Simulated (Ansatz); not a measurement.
# MoS2: the cost of one run

Program: Ansatz 0.2.0. Level of theory: DFT r2SCAN, scalar-relativistic, plane waves, PAW. These are calculated values, not measurements.

1 further run of the same task is left out (set aside as unsound or not needed).

### 1 The system as given

It takes space group P-3m1 (No. 164, trigonal). Conventional cell: a = 3.184 Å, b = 3.184 Å, c = 21.696 Å, α = 90.00°, β = 90.00°, γ = 120.00°. Around Mo (site symmetry 3m) lie 6 S at 2.41 Å. Around S (site symmetry 3m) lie 3 Mo at 2.41 Å.

Coordinates:

```
Mo S
1.0
     3.18405    0.00000    0.00000
    -1.59203    2.75747    0.00000
     0.00000    0.00000   21.69557
Mo S
2 4
Direct
  0.66667 0.33333 0.14970
  0.33333 0.66667 0.85030
  0.33333 0.66667 0.22124
  0.66667 0.33333 0.92188
  0.33333 0.66667 0.07812
  0.66667 0.33333 0.77876
```

It goes back to an entry of the Materials Project, which need not be the stable form.

This cell was relaxed beforehand with the same method: volume 31.75 Å³/atom, gap on the mesh 1.36 eV.

### 2 The gap over the whole zone

The input, input.yaml:

```yaml
crystal:
  lattice:
    - [3.1840544949, 0.0, 0.0]
    - [-1.5920272474, 2.7574720796, 0.0]
    - [0.0, 0.0, 21.6955742604]
  atoms:
    - { symbol: Mo, position: [0.6666666667, 0.3333333333, 0.1496969569] }
    - { symbol: Mo, position: [0.3333333333, 0.6666666667, 0.8503030431] }
    - { symbol: S, position: [0.3333333333, 0.6666666667, 0.2212357847] }
    - { symbol: S, position: [0.6666666667, 0.3333333333, 0.9218760996] }
    - { symbol: S, position: [0.3333333333, 0.6666666667, 0.0781239004] }
    - { symbol: S, position: [0.6666666667, 0.3333333333, 0.7787642153] }
basis:
  ecutwfc: 500
kpoints:
  mp_grid: { grid: [12, 12, 2] }
  band_path: { path: [VBM, CBM], npoints: 2 }
hamiltonian:
  xc: r2scan
scf:
  occupations: { method: gaussian, width: 0.02 }
output:
  forces: true
  stress: true
  eigenvalues: true
checkpoint:
  read: start.run
  write: ck
  compress: false
  write_wavefunctions: false
  write_every: 100000
```

Run with:

```bash
$ ansatz run input.yaml --threads 1 --pin off --max-ram 2560MiB --backend cpu --events-out ev --progress --plain --runs-dir out
```

**Question.** How long does this run take on 1 thread of Arm Neoverse V1, shared host, and how much memory does it need?

About 34 s, with a peak of 0.87 GiB.
